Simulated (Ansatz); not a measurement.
Here is an Ansatz 0.2.0 calculation.

The input input:

```
crystal:
  lattice:
    - [0.0, 2.84624, 2.84624]
    - [2.84624, 0.0, 2.84624]
    - [2.84624, 2.84624, 0.0]
  atoms:
    - { symbol: Ga, position: [0.25, 0.25, 0.25] }
    - { symbol: F, position: [0.0, 0.0, 0.0] }
hamiltonian:
  xc:
    exchange: hjs_pbesol
    correlation: pbesol
    exx: { coeff: 0.25, omega: 0.207 }
  pseudopotentials: { kind: paw }
kpoints:
  mp_grid: { grid: [4, 4, 4] }
scf:
  occupations: { method: fermi_dirac, width: 0.05 }
output:
  forces: true
  stress: true
  eigenvalues: true
relax:
  f_tol: 0.01
  max_steps: 40
  cell: { stress_tol: 0.05 }
```

Problem. Estimate the relaxed cell.

Solution. a = 3.940 Å, b = 3.940 Å, c = 3.940 Å, α = 60.00°, β = 60.00°, γ = 60.00°.

Problem. Estimate the space group after relaxing (to 0.05 Å).

Solution. F-43m (No. 216).

Final structure:
```xyz
2
Lattice="0.0000 2.7858 2.7858 2.7858 0.0000 2.7858 2.7858 2.7858 0.0000" Properties=species:S:1:pos:R:3 pbc="T T T"
Ga    1.3929    1.3929    1.3929
F     0.0000    0.0000    0.0000
```

Caveat: the k mesh is coarse (spacing up to 0.48 Å⁻¹), so the values aren't converged, least of all with exact exchange.
